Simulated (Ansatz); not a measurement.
**SnTe (F-43m): convergence test of the k-point mesh from a Python script**

How fine a k-point mesh does SnTe (F-43m) need? Wanted for SnTe (F-43m): a convergence test of the k-point mesh.

All numbers are computed with the Python package of Ansatz 0.2.0. Level of theory: DFT PBEsol, plane waves, PAW.

## 1. Starting point

Symmetry: F-43m, No. 216, cubic system. Conventional cell: a = 7.222 Å, b = 7.222 Å, c = 7.222 Å, α = 90.00°, β = 90.00°, γ = 90.00°. Sn (site symmetry -43m) is surrounded by 4 Te at 3.13 Å. Te (site symmetry -43m) is surrounded by 4 Sn at 3.13 Å.

No structure file is read: the coordinates are typed or built in the script.

## 2. The script

Contents of kconv_snte.py:

```python
'''k-point test for SnTe.'''

import ansatz

structure = (
    ansatz.Lattice.of((0.0, 3.611146, 3.611146), (3.611146, 0.0, 3.611146), (3.611146, 3.611146, 0.0))
    .atom('Sn', (0.0, 0.0, 0.0))
    .atom('Te', (0.75, 0.75, 0.75))
)

setup = (
    structure.calculation()
    .occupations('Fixed')
    .basis(510)
    .functional('PBEsol')
)

rows = []
for value in [(2, 2, 2), (4, 4, 4), (6, 6, 6), (8, 8, 8)]:
    r = setup.kpoints(mesh=value).run(threads=1).report
    rows.append((value, r['free_energy_ev'] / len(r['lattice']['sites']), r['n_iterations'], r['n_kpoints']))

print('        mesh   F/atom (eV)    iterations      k-points')
for row in rows:
    print(f'{str(row[0]):>12s}  {row[1]:12.5f}  {row[2]:12d}  {row[3]:12d}')

# differences from the last row
for row in rows[:-1]:
    shift = 1000 * (row[1] - rows[-1][1])
    print(f'{row[0]}: {shift:+.2f} meV/atom' + ('  (within 1 meV)' if abs(shift) < 1 else ''))
```

## 3. The input behind the calls

The engine receives this input (first run):

```yaml
crystal:
  lattice:
    - [0.0, 3.611146, 3.611146]
    - [3.611146, 0.0, 3.611146]
    - [3.611146, 3.611146, 0.0]
  atoms:
    - { symbol: Sn, position: [0.0, 0.0, 0.0] }
    - { symbol: Te, position: [0.75, 0.75, 0.75] }
basis:
  ecutwfc: 510.0
kpoints:
  mp_grid:
    grid: [2, 2, 2]
hamiltonian:
  xc: pbesol
scf:
  occupations:
    method: fixed
```

## 4. Launch

Run with:

```sh
$ python kconv_snte.py
```

What it wrote:

```text
        mesh   F/atom (eV)    iterations      k-points
   (2, 2, 2)   -6425.71238             6             3
   (4, 4, 4)   -6425.56166             6             8
   (6, 6, 6)   -6425.55648             6            16
   (8, 8, 8)   -6425.55678             6            29
(2, 2, 2): -155.60 meV/atom
(4, 4, 4): -4.89 meV/atom
(6, 6, 6): +0.30 meV/atom  (within 1 meV)
```

Wall time 11 s (1 thread of Arm Neoverse V2, shared host); peak memory 0.4 GiB.

## 5. What changed from run to run

The engine's inputs for the other runs:

Run 2, against run 1:

```diff
@@ -13 +13 @@
-    grid: [2, 2, 2]
+    grid: [4, 4, 4]
```

Run 3, against run 1:

```diff
@@ -13 +13 @@
-    grid: [2, 2, 2]
+    grid: [6, 6, 6]
```

Run 4, against run 1:

```diff
@@ -13 +13 @@
-    grid: [2, 2, 2]
+    grid: [8, 8, 8]
```

## 6. What each run gave

The 4 runs, in the order started:

```
run     k mesh  energy from run 4 (meV/atom)  gap on the mesh (eV)  SCF cycles  CPU time (s)
  1  [2, 2, 2]                       -155.60                  0.78           6          0.56
  2  [4, 4, 4]                         -4.89                  0.04           6           1.2
  3  [6, 6, 6]                          0.30                  0.23           6           2.5
  4  [8, 8, 8]                          0.00                  0.04           6           4.4
```

## 7. Summary of results

| quantity | value |
| --- | --- |
| runs compared | 4 |
| last run but one, from the last | +0.30 meV/atom |
| within 5 meV/atom of the last run from | [4, 4, 4] |

In words: From 6×6×6 on it stays within 1 meV an atom of the value at 8×8×8; the first row (2×2×2) is off by 155.6 meV and the last but one by 0.30 meV. That rests on few rows after larger swings, so the series isn't shown to be converged. This cell is a computed structure, which may not be the phase found in nature. Shifts are counted from the finest mesh, which is itself no proven limit.
